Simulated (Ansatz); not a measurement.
# ZnCu (Pm-3m): equation of state with a fit from a Python script

Where is the equilibrium volume of ZnCu (Pm-3m), and how stiff is it? Aim: an equation of state with a fit, for ZnCu (Pm-3m), run from a script.

Computed with Ansatz 0.2.0, driven from Python. Level of theory: DFT LDA, plane waves, PAW.

## Step 1: The system

It takes space group Pm-3m (No. 221, cubic). Conventional cell: a = 2.945 Å, b = 2.945 Å, c = 2.945 Å, α = 90.00°, β = 90.00°, γ = 90.00°. Zn (site symmetry m-3m) has 8 Cu at 2.55 Å as nearest neighbours. Cu (site symmetry m-3m) has 8 Zn at 2.55 Å as nearest neighbours.

No structure file is read: the coordinates are typed or built in the script.

## Step 2: The code

eos_zncu.py reads:

```python
# -*- coding: utf-8 -*-
import logging
import sys

import ansatz
import numpy as np
from pymatgen.analysis.eos import EOS

logging.basicConfig(stream=sys.stdout, format="[%(levelname)s] %(message)s")
logger = logging.getLogger("calc")
logger.setLevel(logging.INFO)

VECTORS = np.array([
    [2.945, 0.0, 0.0],
    [0.0, 2.945, 0.0],
    [0.0, 0.0, 2.945],
])
SITES = [
    ("Zn", (0.5, 0.5, 0.5)),
    ("Cu", (0.0, 0.0, 0.0)),
]


def build(cell):
    crystal = ansatz.Crystal(lattice=ansatz.Lattice.of(cell))
    for symbol, position in SITES:
        crystal = crystal.atom(symbol, position)
    return crystal


def main():
    volumes, energies = [], []
    for scale in np.linspace(0.9, 1.1, 9):
        cell = VECTORS * scale ** (1 / 3)
        model = build(cell).calculation()
        model = model.functional("lda")
        model = model.basis(31 * ansatz.Ry, xc_grid=3)
        model = model.accuracy("low")
        model = model.occupations("methfessel_paxton", width=0.15).kpoints(8, 8, 8)
        rep = model.run().report
        volumes.append(abs(np.linalg.det(cell)) / len(SITES))
        energies.append(rep["free_energy_ev"] / len(SITES))
        logger.info(f"V = {volumes[-1]:8.4f} A^3/atom  F = {energies[-1]:.5f} eV/atom")

    for form in ["birch_murnaghan"]:
        fit = EOS(eos_name=form).fit(volumes, energies)
        logger.info(f"{form:18s} V0 {fit.v0:8.4f} A^3/atom  B0 {fit.b0_GPa:7.1f} GPa  B1 {fit.b1:5.2f}")


if __name__ == "__main__":
    main()
```

## Step 3: The input behind the calls

The engine receives this input (first run):

```yaml
crystal:
  lattice:
    - [2.8433662376635795, 0.0, 0.0]
    - [0.0, 2.8433662376635795, 0.0]
    - [0.0, 0.0, 2.8433662376635795]
  atoms:
    - { symbol: Zn, position: [0.5, 0.5, 0.5] }
    - { symbol: Cu, position: [0.0, 0.0, 0.0] }
accuracy: low
basis:
  ecutwfc: 421.77648681281397
  xc_grid: 3
kpoints:
  mp_grid:
    grid: [8, 8, 8]
hamiltonian:
  xc: lda
scf:
  occupations:
    method: methfessel_paxton
    width: 0.15
```

## Step 4: The run

Run with:

```console
python eos_zncu.py
```

**Question.** Where does the minimum lie against the volume typed, and how stiff is the crystal?

The runs gave:

| quantity | value |
| --- | --- |
| runs compared | 9 |
| range of energy | 138.61 meV/atom |
| lowest point, volume (Å³/atom) | 11.813 |
| equilibrium volume (fit) | 11.85 Å³/atom |
| bulk modulus (fit) | 152 GPa |

What this shows: A third-order Birch-Murnaghan fit through the 9 points has its minimum at 11.85 Å³ an atom, 7.2 % below the typed cell, with a bulk modulus of 152 GPa and dB/dP = 5.0. From that minimum the energy rises by 5.3 meV an atom on the compressed side and 138.7 meV on the expanded side. The window is off centre, so dB/dP is rough. What to keep in mind:
- No spin polarisation was allowed.
- For a metal this k-point mesh is coarse: on a finer one energies can move by several to tens of meV an atom and pressures by half a GPa or more, differences at one mesh by less.
